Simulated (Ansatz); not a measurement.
# C₃H₇B: geometry optimisation

The task: find the minimum of C₃H₇B nearest to the start.

Method: RKS PBE0-D4/def2-SVP; program: Ansatz 0.2.0.

## (1) The starting structure

SMILES `B1CCC1`, 11 atoms, charge 0, spin multiplicity 1.

Atoms are counted from 1 here; the program's logs count them from 0.

Bond lengths: B1–C2 1.584 Å, B1–C4 1.585 Å, B1–H5 1.219 Å, C2–C3 1.563 Å, C2–H6 1.113 Å, C2–H7 1.113 Å, C3–C4 1.563 Å, C3–H8 1.109 Å, C3–H9 1.109 Å, C4–H10 1.113 Å, C4–H11 1.113 Å. Angles: C2–B1–C4 91.6°, C2–B1–H5 134.2°, C4–B1–H5 134.2°, B1–C2–C3 87.6°, B1–C2–H6 115.8°, B1–C2–H7 115.6°, C3–C2–H6 116.0°, C3–C2–H7 116.0°, H6–C2–H7 105.7°, C2–C3–C4 93.2°, C2–C3–H8 114.1°, C2–C3–H9 114.0°, C4–C3–H8 114.1°, C4–C3–H9 114.0°, H8–C3–H9 107.2°, B1–C4–C3 87.6°, B1–C4–H10 115.8°, B1–C4–H11 115.6° and more.

As a file:

```csv
atom,x (Å),y (Å),z (Å)
B1,-0.36376,0.61730,-0.96962
C2,0.09117,1.02476,0.49245
C3,0.29564,-0.49804,0.78184
C4,-0.15396,-0.92133,-0.65454
H5,-0.73037,1.24171,-1.95069
H6,-0.67617,1.54076,1.11131
H7,1.00287,1.65983,0.55327
H8,-0.34854,-0.89512,1.59316
H9,1.34138,-0.77485,1.02808
H10,0.61026,-1.44245,-1.27293
H11,-1.06855,-1.55256,-0.71232
```

## (2) Relaxation

input.yaml reads:

```yaml
crystal:
  periodic: [false, false, false]
  atoms:
    - { symbol: B, position_ang: [-0.363757, 0.617297, -0.969617] }
    - { symbol: C, position_ang: [0.091173, 1.024763, 0.49245] }
    - { symbol: C, position_ang: [0.29564, -0.498044, 0.781837] }
    - { symbol: C, position_ang: [-0.153958, -0.921331, -0.654544] }
    - { symbol: H, position_ang: [-0.730368, 1.24171, -1.950687] }
    - { symbol: H, position_ang: [-0.676169, 1.54076, 1.111311] }
    - { symbol: H, position_ang: [1.002874, 1.659829, 0.553272] }
    - { symbol: H, position_ang: [-0.34854, -0.895121, 1.593156] }
    - { symbol: H, position_ang: [1.341384, -0.774854, 1.028079] }
    - { symbol: H, position_ang: [0.610258, -1.442448, -1.272933] }
    - { symbol: H, position_ang: [-1.068548, -1.552561, -0.712324] }
basis:
  gaussian: { orbitals: def2-SVP }
hamiltonian:
  xc: pbe0
  dispersion: d4
output:
  forces: true
relax:
  f_tol: 0.003
  max_steps: 120
```

Command:

```
$ ansatz run input.yaml --threads 1 --pin off --max-ram 2560MiB --backend cpu --events-out ev --progress --plain --runs-dir out
```

The log of the run:

```text
Warning: RAYON_NUM_THREADS=1 ignored (pool sized by the plan → 1); use --threads N
The last accepted step is kept in <dir> (removed where the run ends without a failure and the disk answers)
Engine: ansatz 0.2.0, x86_64-unknown-linux-gnu
Functional definition: PBE0
  parameter a = 0.25
  parameter kappa = 0.804
  parameter beta = 0.06672455060314922
  exchange = (1 - a)*pbe_x(kappa = kappa, mu = beta*pi^2/3) + a*exact_x
  correlation = pbe_c(beta = beta)
1051 factors; integrals over basis functions are off by at most 3.3e-4 eV
mean field evaluation 1: about -3885.9392 eV, gradient 5.1e1 eV
mean field evaluation 2: about -3882.4700 eV, gradient 6.2e1 eV
mean field evaluation 4: about -3892.5543 eV, gradient 1.3e0 eV
mean field evaluation 8: about -3892.5582 eV, gradient 1.8e-2 eV
mean field -3892.55819387 eV, -143.0488751539 hartree, gradient 3.0e-5 eV, S^2 0.000000; 0 other end points of the search recorded, 0 dependent functions left out
the calculation of the forces begins
reference -3892.55821983 eV, -143.0488761079 hartree; 15, 15 occupied and 76, 76 virtual orbitals, 1051 factors
relax step   1: F+E_penalty+E_count = -3892.70419347 eV  Δ(F+E_penalty+E_count) = +0.000e0 eV  max|allowed force component| = 2.557e-1 eV/Å  Δτ_max = 0.0000 Å  (23 SCF iters, accepted)
these checks for a lower state are left out or cut short: starts, cluster_reference, orbital_swaps, neighbouring_geometries, increment
1051 factors; integrals over basis functions are off by at most 3.3e-4 eV
mean field evaluation 16: about -3892.5686 eV, gradient 3.8e-2 eV
mean field -3892.56855951 eV, -143.0492560844 hartree, gradient 4.3e-5 eV, S^2 0.000000; 0 other end points of the search recorded, 0 dependent functions left out
the calculation of the forces begins
reference -3892.56858544 eV, -143.0492570372 hartree; 15, 15 occupied and 76, 76 virtual orbitals, 1051 factors
relax step   2: F+E_penalty+E_count = -3892.71477639 eV  Δ(F+E_penalty+E_count) = -1.058e-2 eV  max|allowed force component| = 6.726e-2 eV/Å  Δτ_max = 0.0108 Å  (24 SCF iters, accepted)
these checks for a lower state are left out or cut short: starts, cluster_reference, orbital_swaps, neighbouring_geometries, increment
1051 factors; integrals over basis functions are off by at most 3.3e-4 eV
mean field -3892.56947342 eV, -143.0492896697 hartree, gradient 1.6e-5 eV, S^2 0.000000; 0 other end points of the search recorded, 0 dependent functions left out
the calculation of the forces begins
reference -3892.56949933 eV, -143.0492906218 hartree; 15, 15 occupied and 76, 76 virtual orbitals, 1051 factors
relax step   3: F+E_penalty+E_count = -3892.71578314 eV  Δ(F+E_penalty+E_count) = -1.007e-3 eV  max|allowed force component| = 1.042e-2 eV/Å  Δτ_max = 0.0046 Å  (22 SCF iters, accepted)
these checks for a lower state are left out or cut short: starts, cluster_reference, orbital_swaps, neighbouring_geometries, increment
1051 factors; integrals over basis functions are off by at most 3.3e-4 eV
mean field -3892.56947719 eV, -143.0492898085 hartree, gradient 2.4e-5 eV, S^2 0.000000; 0 other end points of the search recorded, 0 dependent functions left out
the calculation of the forces begins
reference -3892.56950310 eV, -143.0492907606 hartree; 15, 15 occupied and 76, 76 virtual orbitals, 1051 factors
relax step   4: F+E_penalty+E_count = -3892.71578966 eV  Δ(F+E_penalty+E_count) = -6.513e-6 eV  max|allowed force component| = 7.034e-3 eV/Å  Δτ_max = 0.0010 Å  (19 SCF iters, accepted)
these checks for a lower state are left out or cut short: starts, cluster_reference, orbital_swaps, neighbouring_geometries, increment
1051 factors; integrals over basis functions are off by at most 3.3e-4 eV
mean field evaluation 32: about -3892.5695 eV, gradient 2.1e-5 eV
mean field -3892.56948105 eV, -143.0492899502 hartree, gradient 2.1e-5 eV, S^2 0.000000; 0 other end points of the search recorded, 0 dependent functions left out
the calculation of the forces begins
reference -3892.56950696 eV, -143.0492909023 hartree; 15, 15 occupied and 76, 76 virtual orbitals, 1051 factors
relax step   5: F+E_penalty+E_count = -3892.71579303 eV  Δ(F+E_penalty+E_count) = -3.370e-6 eV  max|allowed force component| = 2.167e-3 eV/Å  Δτ_max = 0.0006 Å  (18 SCF iters, accepted)
these checks for a lower state are left out or cut short: starts, cluster_reference, orbital_swaps, neighbouring_geometries, increment
1051 factors; integrals over basis functions are off by at most 3.3e-4 eV
mean field -3892.56958026 eV, -143.0492935960 hartree, gradient 4.5e-5 eV, S^2 0.000000; 0 other end points of the search recorded, 0 dependent functions left out
the calculation of the forces begins
reference -3892.56960616 eV, -143.0492945478 hartree; 15, 15 occupied and 76, 76 virtual orbitals, 1051 factors
relax step   6: F+E_penalty+E_count = -3892.71589119 eV  Δ(F+E_penalty+E_count) = -9.816e-5 eV  max|allowed force component| = 4.982e-3 eV/Å  Δτ_max = 0.0181 Å  (24 SCF iters, accepted)
these checks for a lower state are left out or cut short: starts, cluster_reference, orbital_swaps, neighbouring_geometries, increment
1051 factors; integrals over basis functions are off by at most 3.3e-4 eV
mean field -3892.56959551 eV, -143.0492941567 hartree, gradient 3.3e-5 eV, S^2 0.000000; 0 other end points of the search recorded, 0 dependent functions left out
the calculation of the forces begins
reference -3892.56962141 eV, -143.0492951084 hartree; 15, 15 occupied and 76, 76 virtual orbitals, 1051 factors
relax step   7: F+E_penalty+E_count = -3892.71590851 eV  Δ(F+E_penalty+E_count) = -1.733e-5 eV  max|allowed force component| = 6.832e-3 eV/Å  Δτ_max = 0.0018 Å  (19 SCF iters, accepted)
these checks for a lower state are left out or cut short: starts, cluster_reference, orbital_swaps, neighbouring_geometries, increment
1051 factors; integrals over basis functions are off by at most 3.3e-4 eV
mean field -3892.56946741 eV, -143.0492894488 hartree, gradient 4.5e-5 eV, S^2 0.000000; 0 other end points of the search recorded, 0 dependent functions left out
the calculation of the forces begins
reference -3892.56949328 eV, -143.0492903998 hartree; 15, 15 occupied and 76, 76 virtual orbitals, 1051 factors
relax step   8: F+E_penalty+E_count = -3892.71579145 eV  Δ(F+E_penalty+E_count) = +1.171e-4 eV  max|allowed force component| = 5.570e-2 eV/Å  Δτ_max = 0.0124 Å  (24 SCF iters, rejected (line search))
these checks for a lower state are left out or cut short: starts, cluster_reference, orbital_swaps, neighbouring_geometries, increment
1051 factors; integrals over basis functions are off by at most 3.3e-4 eV
mean field -3892.56967672 eV, -143.0492971408 hartree, gradient 1.0e-5 eV, S^2 0.000000; 0 other end points of the search recorded, 0 dependent functions left out
the calculation of the forces begins
reference -3892.56970261 eV, -143.0492980923 hartree; 15, 15 occupied and 76, 76 virtual orbitals, 1051 factors
relax step   9: F+E_penalty+E_count = -3892.71599076 eV  Δ(F+E_penalty+E_count) = -8.225e-5 eV  max|allowed force component| = 4.279e-3 eV/Å  Δτ_max = 0.0062 Å  (22 SCF iters, accepted)
these checks for a lower state are left out or cut short: starts, cluster_reference, orbital_swaps, neighbouring_geometries, increment
1051 factors; integrals over basis functions are off by at most 3.3e-4 eV
mean field -3892.57026034 eV, -143.0493185885 hartree, gradient 4.4e-5 eV, S^2 0.000000; 0 other end points of the search recorded, 0 dependent functions left out
the calculation of the forces begins
reference -3892.57028616 eV, -143.0493195376 hartree; 15, 15 occupied and 76, 76 virtual orbitals, 1051 factors
relax step  10: F+E_penalty+E_count = -3892.71659104 eV  Δ(F+E_penalty+E_count) = -6.003e-4 eV  max|allowed force component| = 3.934e-2 eV/Å  Δτ_max = 0.0354 Å  (24 SCF iters, accepted)
these checks for a lower state are left out or cut short: starts, cluster_reference, orbital_swaps, neighbouring_geometries, increment
1051 factors; integrals over basis functions are off by at most 3.3e-4 eV
mean field -3892.57225018 eV, -143.0493917140 hartree, gradient 5.2e-5 eV, S^2 0.000000; 0 other end points of the search recorded, 0 dependent functions left out
the calculation of the forces begins
reference -3892.57227589 eV, -143.0493926587 hartree; 15, 15 occupied and 76, 76 virtual orbitals, 1051 factors
relax step  11: F+E_penalty+E_count = -3892.71859922 eV  Δ(F+E_penalty+E_count) = -2.008e-3 eV  max|allowed force component| = 1.004e-1 eV/Å  Δτ_max = 0.0600 Å  (23 SCF iters, accepted)
these checks for a lower state are left out or cut short: starts, cluster_reference, orbital_swaps, neighbouring_geometries, increment
1051 factors; integrals over basis functions are off by at most 3.3e-4 eV
mean field evaluation 64: about -3892.5796 eV, gradient 7.9e-2 eV
mean field -3892.57565670 eV, -143.0495169012 hartree, gradient 1.0e-5 eV, S^2 0.000000; 0 other end points of the search recorded, 0 dependent functions left out
the calculation of the forces begins
reference -3892.57568237 eV, -143.0495178445 hartree; 15, 15 occupied and 76, 76 virtual orbitals, 1051 factors
relax step  12: F+E_penalty+E_count = -3892.72203121 eV  Δ(F+E_penalty+E_count) = -3.432e-3 eV  max|allowed force component| = 2.286e-1 eV/Å  Δτ_max = 0.1083 Å  (25 SCF iters, accepted)
these checks for a lower state are left out or cut short: starts, cluster_reference, orbital_swaps, neighbouring_geometries, increment
1051 factors; integrals over basis functions are off by at most 3.3e-4 eV
mean field -3892.57984352 eV, -143.0496707639 hartree, gradient 4.5e-5 eV, S^2 0.000000; 0 other end points of the search recorded, 0 dependent functions left out
the calculation of the forces begins
reference -3892.57986928 eV, -143.0496717105 hartree; 15, 15 occupied and 76, 76 virtual orbitals, 1051 factors
relax step  13: F+E_penalty+E_count = -3892.72626000 eV  Δ(F+E_penalty+E_count) = -4.229e-3 eV  max|allowed force component| = 2.051e-1 eV/Å  Δτ_max = 0.0645 Å  (23 SCF iters, accepted)
these checks for a lower state are left out or cut short: starts, cluster_reference, orbital_swaps, neighbouring_geometries, increment
1051 factors; integrals over basis functions are off by at most 3.4e-4 eV
mean field -3892.58737799 eV, -143.0499476506 hartree, gradient 6.1e-5 eV, S^2 0.000000; 0 other end points of the search recorded, 0 dependent functions left out
the calculation of the forces begins
reference -3892.58740386 eV, -143.0499486013 hartree; 15, 15 occupied and 76, 76 virtual orbitals, 1051 factors
relax step  14: F+E_penalty+E_count = -3892.73390078 eV  Δ(F+E_penalty+E_count) = -7.641e-3 eV  max|allowed force component| = 1.578e-1 eV/Å  Δτ_max = 0.0805 Å  (23 SCF iters, accepted)
these checks for a lower state are left out or cut short: starts, cluster_reference, orbital_swaps, neighbouring_geometries, increment
1051 factors; integrals over basis functions are off by at most 3.4e-4 eV
mean field -3892.59512077 eV, -143.0502321925 hartree, gradient 8.3e-5 eV, S^2 0.000000; 0 other end points of the search recorded, 0 dependent functions left out
the calculation of the forces begins
reference -3892.59514673 eV, -143.0502331467 hartree; 15, 15 occupied and 76, 76 virtual orbitals, 1051 factors
relax step  15: F+E_penalty+E_count = -3892.74189423 eV  Δ(F+E_penalty+E_count) = -7.993e-3 eV  max|allowed force component| = 1.503e-1 eV/Å  Δτ_max = 0.0987 Å  (23 SCF iters, accepted)
these checks for a lower state are left out or cut short: starts, cluster_reference, orbital_swaps, neighbouring_geometries, increment
1051 factors; integrals over basis functions are off by at most 3.4e-4 eV
mean field -3892.59697410 eV, -143.0503003013 hartree, gradient 8.2e-5 eV, S^2 0.000000; 0 other end points of the search recorded, 0 dependent functions left out
the calculation of the forces begins
reference -3892.59700024 eV, -143.0503012619 hartree; 15, 15 occupied and 76, 76 virtual orbitals, 1051 factors
relax step  16: F+E_penalty+E_count = -3892.74383228 eV  Δ(F+E_penalty+E_count) = -1.938e-3 eV  max|allowed force component| = 1.197e-1 eV/Å  Δτ_max = 0.1011 Å  (23 SCF iters, accepted)
these checks for a lower state are left out or cut short: starts, cluster_reference, orbital_swaps, neighbouring_geometries, increment
1051 factors; integrals over basis functions are off by at most 3.4e-4 eV
mean field -3892.59739595 eV, -143.0503158040 hartree, gradient 3.7e-5 eV, S^2 0.000000; 0 other end points of the search recorded, 0 dependent functions left out
the calculation of the forces begins
reference -3892.59742211 eV, -143.0503167654 hartree; 15, 15 occupied and 76, 76 virtual orbitals, 1051 factors
relax step  17: F+E_penalty+E_count = -3892.74433422 eV  Δ(F+E_penalty+E_count) = -5.019e-4 eV  max|allowed force component| = 1.401e-1 eV/Å  Δτ_max = 0.0253 Å  (24 SCF iters, accepted)
these checks for a lower state are left out or cut short: starts, cluster_reference, orbital_swaps, neighbouring_geometries, increment
1051 factors; integrals over basis functions are off by at most 3.4e-4 eV
mean field evaluation 96: about -3892.5984 eV, gradient 1.8e-3 eV
mean field -3892.59853220 eV, -143.0503575602 hartree, gradient 3.5e-5 eV, S^2 0.000000; 0 other end points of the search recorded, 0 dependent functions left out
the calculation of the forces begins
reference -3892.59855837 eV, -143.0503585220 hartree; 15, 15 occupied and 76, 76 virtual orbitals, 1051 factors
relax step  18: F+E_penalty+E_count = -3892.74550857 eV  Δ(F+E_penalty+E_count) = -1.174e-3 eV  max|allowed force component| = 2.717e-2 eV/Å  Δτ_max = 0.0186 Å  (24 SCF iters, accepted)
these checks for a lower state are left out or cut short: starts, cluster_reference, orbital_swaps, neighbouring_geometries, increment
1051 factors; integrals over basis functions are off by at most 3.4e-4 eV
mean field -3892.59863961 eV, -143.0503615074 hartree, gradient 2.5e-5 eV, S^2 0.000000; 0 other end points of the search recorded, 0 dependent functions left out
the calculation of the forces begins
reference -3892.59866579 eV, -143.0503624695 hartree; 15, 15 occupied and 76, 76 virtual orbitals, 1051 factors
relax step  19: F+E_penalty+E_count = -3892.74561063 eV  Δ(F+E_penalty+E_count) = -1.021e-4 eV  max|allowed force component| = 9.921e-3 eV/Å  Δτ_max = 0.0056 Å  (21 SCF iters, accepted)
these checks for a lower state are left out or cut short: starts, cluster_reference, orbital_swaps, neighbouring_geometries, increment
1051 factors; integrals over basis functions are off by at most 3.4e-4 eV
mean field -3892.59866297 eV, -143.0503623661 hartree, gradient 1.1e-5 eV, S^2 0.000000; 0 other end points of the search recorded, 0 dependent functions left out
the calculation of the forces begins
reference -3892.59868916 eV, -143.0503633285 hartree; 15, 15 occupied and 76, 76 virtual orbitals, 1051 factors
relax step  20: F+E_penalty+E_count = -3892.74564261 eV  Δ(F+E_penalty+E_count) = -3.198e-5 eV  max|allowed force component| = 4.642e-3 eV/Å  Δτ_max = 0.0091 Å  (21 SCF iters, accepted)
these checks for a lower state are left out or cut short: starts, cluster_reference, orbital_swaps, neighbouring_geometries, increment
1051 factors; integrals over basis functions are off by at most 3.4e-4 eV
mean field -3892.59866102 eV, -143.0503622945 hartree, gradient 8.7e-6 eV, S^2 0.000000; 0 other end points of the search recorded, 0 dependent functions left out
the calculation of the forces begins
reference -3892.59868722 eV, -143.0503632570 hartree; 15, 15 occupied and 76, 76 virtual orbitals, 1051 factors
relax step  21: F+E_penalty+E_count = -3892.74564747 eV  Δ(F+E_penalty+E_count) = -4.859e-6 eV  max|allowed force component| = 2.992e-3 eV/Å  Δτ_max = 0.0042 Å  (21 SCF iters, accepted)
1051 factors; integrals over basis functions are off by at most 3.4e-4 eV
mean field evaluation 128: about -3892.5987 eV, gradient 3.8e-3 eV
mean field -3892.59866102 eV, -143.0503622945 hartree, gradient 8.7e-6 eV, S^2 0.000000; 1 other end points of the search recorded, 0 dependent functions left out
the calculation of the forces begins
reference -3892.59868722 eV, -143.0503632570 hartree; 15, 15 occupied and 76, 76 virtual orbitals, 1051 factors
Total energy: -3892.74567366 eV, -143.0557649094 hartree
Atom 0 at    -0.201175     0.614745    -1.000103 Å, force     0.000798    -0.001567     0.002755 eV/Å
Atom 1 at    -0.008674     1.011055     0.514336 Å, force    -0.002138    -0.001368    -0.002859 eV/Å
Atom 2 at     0.406843    -0.473220     0.715726 Å, force     0.001646     0.000626     0.000697 eV/Å
Atom 3 at    -0.252553    -0.915303    -0.620641 Å, force    -0.001248     0.002992    -0.001371 eV/Å
Atom 4 at    -0.123443     1.220567    -2.045072 Å, force    -0.000037    -0.001118     0.001910 eV/Å
Atom 5 at    -0.989055     1.202624     0.986907 Å, force     0.000167     0.000531    -0.000108 eV/Å
Atom 6 at     0.674311     1.816146     0.825473 Å, force     0.000295     0.000576     0.000038 eV/Å
Atom 7 at     0.058757    -0.971240     1.635832 Å, force    -0.000128     0.000287    -0.000551 eV/Å
Atom 8 at     1.501070    -0.586856     0.673532 Å, force     0.000457    -0.000435     0.000280 eV/Å
Atom 9 at     0.231031    -1.687028    -1.238738 Å, force    -0.000044    -0.000551    -0.000539 eV/Å
Atom 10 at    -1.297122    -1.231490    -0.447251 Å, force     0.000232     0.000027    -0.000252 eV/Å
Dipole moment:    -0.031685    -0.049611     0.090987 e Å
```

Wall time 83 s (1 thread of Intel Xeon Platinum 8259CL at 2.50GHz (Skylake/Cascade Lake), shared host); peak memory 0.19 GiB.

Relaxation path:

```csv
step,energy from step 1 (eV),largest force component (eV/Å)
1,0.0000,0.2557
2,-0.0106,0.0673
3,-0.0116,0.0104
4,-0.0116,0.0070
5,-0.0116,0.0022
6,-0.0117,0.0050
7,-0.0117,0.0068
8,-0.0116,0.0557
9,-0.0118,0.0043
10,-0.0124,0.0393
11,-0.0144,0.1004
12,-0.0178,0.2286
13,-0.0221,0.2051
14,-0.0297,0.1578
15,-0.0377,0.1503
16,-0.0396,0.1197
17,-0.0401,0.1401
18,-0.0413,0.0272
19,-0.0414,0.0099
20,-0.0415,0.0046
21,-0.0415,0.0030
```

Close pairs (by a distance rule), those that changed most:

```csv
bond,before (Å),after (Å),change (Å)
C2–H7,1.113,1.101,-0.012
C4–H10,1.113,1.101,-0.012
C3–C4,1.563,1.554,-0.009
C2–C3,1.563,1.554,-0.009
B1–H5,1.219,1.210,-0.009
C3–H9,1.109,1.101,-0.009
C4–H11,1.113,1.105,-0.008
C2–H6,1.113,1.105,-0.008
```

## (3) Results

```
             quantity      value
        energy gained  0.0415 eV
root mean square move    0.389 Å
        dipole moment     0.52 D
```

Bond lengths: B1–C2 1.577 Å, B1–C4 1.577 Å, B1–H5 1.210 Å, C2–C3 1.554 Å, C2–H6 1.105 Å, C2–H7 1.101 Å, C3–C4 1.554 Å, C3–H8 1.103 Å, C3–H9 1.101 Å, C4–H10 1.101 Å, C4–H11 1.105 Å. Angles: C2–B1–C4 91.0°, C2–B1–H5 134.1°, C4–B1–H5 134.1°, B1–C2–C3 85.2°, B1–C2–H6 110.2°, B1–C2–H7 122.1°, C3–C2–H6 110.3°, C3–C2–H7 119.7°, H6–C2–H7 107.6°, C2–C3–C4 92.7°, C2–C3–H8 117.1°, C2–C3–H9 111.1°, C4–C3–H8 117.1°, C4–C3–H9 111.1°, H8–C3–H9 107.4°, B1–C4–C3 85.2°, B1–C4–H10 122.1°, B1–C4–H11 110.2° and more. No frequencies were computed here.
